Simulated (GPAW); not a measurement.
The system is ScAlN2.

```
Sc Al N
1.0
    -2.19948    2.19948    4.19862
     2.19948   -2.19948    4.19862
     2.19948    2.19948   -4.19862
Sc Al N
2 2 4
Direct
  0.00000 0.00000 0.00000
  0.75000 0.25000 0.50000
  0.50000 0.50000 0.00000
  0.25000 0.75000 0.50000
  0.73751 0.73751 0.00000
  0.01249 0.51249 0.50000
  0.26249 0.26249 0.00000
  0.48751 0.98751 0.50000
```

The cell comes from a database or a generator and needn't be the stable form of this composition.

Program: GPAW 26.7.0. Alike in all runs: no spin polarisation; cell as given; smearing fermi-dirac 0.05 eV.

**Question.** Order these runs on this cell by their pressure, lowest first.
A. level PBEsol; potentials or basis PAW data sets generated in the run's folder for this functional, pw; k mesh 9 × 9 × 9; cutoff (eV) 800; maxiter 150
B. level PBE; potentials or basis GPAW PAW data sets (gpaw-data 1.2.1), pw; k mesh 6 × 6 × 6; cutoff (eV) 800; maxiter 150; band path GXYSGZS1NPY1Z,XP; band points 60
C. level LDA; potentials or basis the program's PAW data sets (release 1.2.1) made for this functional, pw; k mesh 7 × 7 × 7; cutoff (eV) 600; maxiter 120; convergence default
D. level LDA; potentials or basis the program's PAW data sets (release 1.2.1) made for this functional, pw; k mesh 6 × 6 × 6; cutoff (eV) 800; maxiter 150; band path GXYSGZS1NPY1Z,XP; band points 60

**Answer.** C (-18.9 GPa), D (-12.2 GPa), A (-6.0 GPa), B (-1.0 GPa).

Caveats: the cutoff is short for stress and forces, so pressures can be off by a GPa or more (some runs); so large a pressure means that the cell lies far from this level's equilibrium, or that cutoff or potentials fall short (some runs).

Not every run made on this cell is shown here.
